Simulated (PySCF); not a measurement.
# C5H11NO (isovaleramide): the cost of one run

Computed with PySCF 2.14.0 and routines of our own; the level stands in each step. Atoms count from 0.

## 1. The starting structure

18 atoms, charge 0, multiplicity 1; geometry from: GFN2-xTB.

## 2. Optimising the geometry at PBE0-D3(BJ)/def2-SVP

Job settings and geometry (Å):

```
{"job": {"xc": "PBE0", "basis": "def2-SVP", "d3": "d3bj", "grid": 2, "kind": "geom"}, "charge": 0, "multiplicity": 1}
C     -0.939492     0.063185     1.407993
C     -0.751346    -0.482256    -0.005056
C     -2.001289    -0.243625    -0.846970
C      0.470991     0.166577    -0.662069
C      1.766190    -0.286820    -0.011570
N      2.760234     0.635257    -0.053743
O      1.929367    -1.374469     0.491287
H     -1.114806     1.137898     1.385295
H     -0.053874    -0.134476     2.006498
H     -1.790969    -0.412722     1.888349
H     -0.559248    -1.557494     0.061472
H     -1.884154    -0.663199    -1.843847
H     -2.865676    -0.708926    -0.379737
H     -2.198722     0.822713    -0.943131
H      0.389568     1.254479    -0.620129
H      0.521877    -0.131752    -1.713123
H      2.650230     1.530732    -0.493169
H      3.662358     0.391216     0.319995
```

The run is started by

```
$ OMP_NUM_THREADS=1 python excited_run.py task.json out
```

This one command runs all jobs of the session in turn.

Q: Estimate the wall time and peak memory of this first job on 1 thread of Arm Neoverse V1, shared host.

About 56 s, with a peak of 0.73 GiB.
